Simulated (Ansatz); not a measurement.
# CH₈OSi₂: a ladder of functionals and wavefunction methods

The task here is to estimate one member of a computed series from the others.

The runs use Ansatz 0.2.0, Gaussian basis; functionals in def2-TZVPP, the program's frozen cores in correlated methods.

Levels to be run: PBE-D4, r2SCAN-D4, PBE0-D4, B3LYP-D4, ωB97X-V, ωB97M-V, B2PLYP; CCSD(T)/def2-TZVPP; MP2/def2-QZVPP; extrapolation to the limit.

### The relaxed structure

All runs share one geometry, relaxed beforehand with PBE0-D4 in a triple-zeta def2 set.

SMILES `C[SiH2][SiH2]O`, 12 atoms, charge 0, spin multiplicity 1.

Atoms are counted from 1 here; the program's logs count them from 0.

Bond lengths: C1–Si2 1.878 Å, C1–H5 1.092 Å, C1–H6 1.092 Å, C1–H7 1.092 Å, Si2–Si3 2.348 Å, Si2–H8 1.491 Å, Si2–H9 1.494 Å, Si3–O4 1.656 Å, Si3–H10 1.495 Å, Si3–H11 1.486 Å, O4–H12 0.958 Å. Angles: Si2–C1–H5 110.9°, Si2–C1–H6 110.7°, Si2–C1–H7 110.8°, H5–C1–H6 108.2°, H5–C1–H7 108.1°, H6–C1–H7 108.1°, C1–Si2–Si3 111.4°, C1–Si2–H8 110.3°, C1–Si2–H9 109.9°, Si3–Si2–H8 109.8°, Si3–Si2–H9 108.3°, H8–Si2–H9 106.9°, Si2–Si3–O4 112.9°, Si2–Si3–H10 108.5°, Si2–Si3–H11 111.2°, O4–Si3–H10 111.1°, O4–Si3–H11 105.3°, H10–Si3–H11 107.6° and more.

As a file:

```xyz
12
CH8OSi2
C    -1.36395    1.51379   -0.14888
Si   -0.39278    0.19438    0.76989
Si    0.92956   -1.07520   -0.69755
O     1.86913   -2.19168    0.08493
H    -0.69282    2.18645   -0.68720
H    -1.95880    2.11032    0.54613
H    -2.04333    1.06023   -0.87395
H    -1.31855   -0.70145    1.52040
H     0.50657    0.83285    1.77785
H     1.76796   -0.14114   -1.51006
H     0.08838   -1.85945   -1.63845
H     2.42654   -1.87419    0.79629
```

The first run:

in.yaml reads:

```yaml
crystal:
  periodic: [false, false, false]
  atoms:
    - {symbol: C, position_ang: [-1.363946, 1.513788, -0.148883]}
    - {symbol: Si, position_ang: [-0.392778, 0.194380, 0.769885]}
    - {symbol: Si, position_ang: [0.929558, -1.075203, -0.697546]}
    - {symbol: O, position_ang: [1.869130, -2.191684, 0.084927]}
    - {symbol: H, position_ang: [-0.692820, 2.186447, -0.687198]}
    - {symbol: H, position_ang: [-1.958805, 2.110324, 0.546132]}
    - {symbol: H, position_ang: [-2.043332, 1.060230, -0.873951]}
    - {symbol: H, position_ang: [-1.318548, -0.701451, 1.520404]}
    - {symbol: H, position_ang: [0.506566, 0.832851, 1.777848]}
    - {symbol: H, position_ang: [1.767956, -0.141141, -1.510057]}
    - {symbol: H, position_ang: [0.088379, -1.859447, -1.638447]}
    - {symbol: H, position_ang: [2.426539, -1.874193, 0.796285]}
basis:
  gaussian: {orbitals: def2-TZVPP}
hamiltonian: {xc: pbe, dispersion: d4}
output: {forces: true, orbitals: {seedname: orbitals}}
```

Command:

```sh
> ansatz run in.yaml --threads 4 --pin off --events-out ev --progress --plain --max-ram 10444MiB
```

Among the steps run: PBE-D4 (GGA); r2SCAN-D4 (meta-GGA); PBE0-D4 (hybrid); B3LYP-D4 (hybrid); ωB97X-V (range-separated); ωB97M-V (range-separated); B2PLYP (double hybrid); CCSD(T) in def2-TZVPP; MP2 in def2-QZVPP.

One table of the session follows, with a row left open; its other results are not shown here.

It belongs to the step «Atomisation energies». 

```
            method  atomisation energy (kJ/mol)
            PBE-D4                       4074.3
         r2SCAN-D4                       4076.7
           PBE0-D4                       4040.4
          B3LYP-D4                            ?
           ωB97X-V                       4097.1
           ωB97M-V                       4080.4
            B2PLYP                       4025.1
     HF/def2-TZVPP                       3063.9
    MP2/def2-TZVPP                       3993.3
   CCSD/def2-TZVPP                       3942.3
CCSD(T)/def2-TZVPP                       3983.3
           MP2/CBS                       4097.6
       CCSD(T)/CBS                       4087.6
```

Estimate the missing values for B3LYP-D4.

The run gave: atomisation energy (kJ/mol): 4071.1. In the column «atomisation energy (kJ/mol)» it lies between PBE0-D4 (4040.4) and PBE-D4 (4074.3).

Limits of these values: Free atoms (1 C, 2 Si, 1 O, 8 H) were run apart at each level; the atomisation energy is their sum less the molecule, without zero-point or spin-orbit terms.
